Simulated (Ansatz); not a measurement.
# Cu2W: the cost of one run

Program: Ansatz 0.2.0. Level of theory: DFT PBE, scalar-relativistic, plane waves, PAW. These are calculated values, not measurements.

**1. The system as given**

The structure is cubic, space group Pn-3m (No. 224). Conventional cell: a = 4.471 Å, b = 4.471 Å, c = 4.471 Å, α = 90.00°, β = 90.00°, γ = 90.00°. Cu (site symmetry -3m) is surrounded by 2 W at 1.94 Å. W (site symmetry -43m) is surrounded by 4 Cu at 1.94 Å.

As a file:

```
Cu W
1.0
     4.47138    0.00000    0.00000
     0.00000    4.47138    0.00000
     0.00000    0.00000    4.47138
Cu W
4 2
Direct
  0.25000 0.75000 0.25000
  0.75000 0.25000 0.25000
  0.25000 0.25000 0.75000
  0.75000 0.75000 0.75000
  0.00000 0.00000 0.00000
  0.50000 0.50000 0.50000
```

A structure generator made this guess: species swapped into a database cell of Ti2H (Pn-3m, No. 224), with Cu on the Ti sites and W on the H sites. Lengths come from tabulated atomic sizes and are only a guess.

**2. Probe: one point on a coarse mesh**

File input.yaml:

```yaml
crystal:
  lattice:
    - [4.47138371, 0.0, 0.0]
    - [0.0, 4.47138371, 0.0]
    - [0.0, 0.0, 4.47138371]
  atoms:
    - { symbol: Cu, position: [0.25, 0.75, 0.25] }
    - { symbol: Cu, position: [0.75, 0.25, 0.25] }
    - { symbol: Cu, position: [0.25, 0.25, 0.75] }
    - { symbol: Cu, position: [0.75, 0.75, 0.75] }
    - { symbol: W, position: [0.0, 0.0, 0.0] }
    - { symbol: W, position: [0.5, 0.5, 0.5] }
basis:
  ecutwfc: 420
kpoints:
  mp_grid: { grid: [4, 4, 4] }
hamiltonian:
  xc: pbe
scf:
  occupations: { method: gaussian, width: 0.1 }
  lower_state_search: "off"
output:
  forces: true
  stress: true
  eigenvalues: true
```

The run is started by

```console
> ansatz run input.yaml --threads 1 --pin off --max-ram 2560MiB --backend cpu --events-out ev --progress --plain --runs-dir out
```

Q: Estimate wall time and peak memory on 1 thread of Arm Neoverse N1, shared host.

About 6.6 s, with a peak of 0.36 GiB.
